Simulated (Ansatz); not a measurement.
The same path of a periodic cell of 23 atoms, Si6SnO16 (host SiO2, host structure P4_2/mnm, dopant Sn, one Si atom removed) was run twice with different band settings. Lost on the way: Sn14–O16, Sn14–O18. Made: Sn14–O21, Sn14–O23.

Computed with DFT PBE, scalar-relativistic, plane waves, PAW (Ansatz 0.2.0). Settings: PAW set soft_1, cutoff 420 eV, k mesh 2x2x2, gaussian smearing 0.05 eV, no spin polarisation.

Relaxed end points:

```xyz
23
Lattice="-4.1790 -4.1790 0.0000 4.1790 -4.1790 0.0000 0.0000 0.0000 5.3298" Properties=species:S:1:pos:R:3
Si 0.001 -4.182 -0.017
Si 2.091 -2.092 1.340
O 1.283 -2.900 0.009
O 0.823 -0.823 1.340
O -1.280 -5.465 0.008
O 3.359 -3.361 1.340
Si 0.001 -4.182 2.697
Si 2.091 -2.092 4.005
O 1.283 -2.899 2.672
O 0.848 -0.848 4.006
O -1.281 -5.464 2.672
O 3.333 -3.337 4.004
Si 0.001 -0.002 -0.014
Sn -2.088 -2.093 1.340
O -3.006 -3.006 -0.151
O 0.743 -4.922 1.340
O -1.172 -1.177 -0.150
O -0.740 -3.442 1.340
Si 0.001 -0.003 2.695
O -3.005 -3.007 2.831
O 0.781 -4.961 4.005
O -1.171 -1.179 2.830
O -0.779 -3.402 4.005
```

```xyz
23
Lattice="-4.1790 -4.1790 0.0000 4.1790 -4.1790 0.0000 0.0000 0.0000 5.3298" Properties=species:S:1:pos:R:3
Si 0.000 -4.179 0.025
Si 2.090 -2.090 1.332
O 1.282 -2.897 -0.002
O 0.846 -0.846 1.332
O -1.282 -5.461 -0.002
O 3.333 -3.333 1.332
Si 0.000 -4.179 2.640
Si 2.090 -2.090 3.997
O 1.282 -2.897 2.666
O 0.821 -0.821 3.997
O -1.282 -5.461 2.666
O 3.358 -3.358 3.997
Si 0.000 0.000 0.022
Sn -2.090 -2.090 -1.332
O -3.005 -3.005 0.158
O 0.780 -4.959 1.332
O -1.174 -1.174 0.158
O -0.780 -3.399 1.332
Si 0.000 0.000 2.643
O -3.005 -3.005 2.507
O 0.741 -4.920 3.997
O -1.174 -1.174 2.507
O -0.741 -3.438 3.997
```

Common settings: spring 5.0 eV/Å²; optimiser quadratic models (default); end points relaxed.

| run | movable images | climbing image | start path | force threshold | iteration limit |
| --- | --- | --- | --- | --- | --- |
| 1 | 5 | yes | straight line | 0.03 eV/Å | 80 |
| 2 | 2 | no | default | 0.05 eV/Å | 50 |

(1) What does each run give, and how far can it be trusted?

Answers

(1) Run 1: converged after 40 iterations, highest image 4.483 eV above the first end. Neighbouring images differ by up to 2.6 eV, so the band resolves the path poorly. By the program's own check the climbing image is a first-order saddle point (lowest curvatures found: -2.85 and 0.66 eV/Å²).
Run 2: converged after 29 iterations, highest image 3.609 eV above the first end. Neighbouring images differ by up to 3.6 eV, so the band resolves the path poorly. No image climbed, so the highest image needn't sit at the top of the path.
Limits of this set-up: coarse k mesh, no spin, though dangling bonds at a vacancy may carry it, a small cell, in which the defect meets its images.
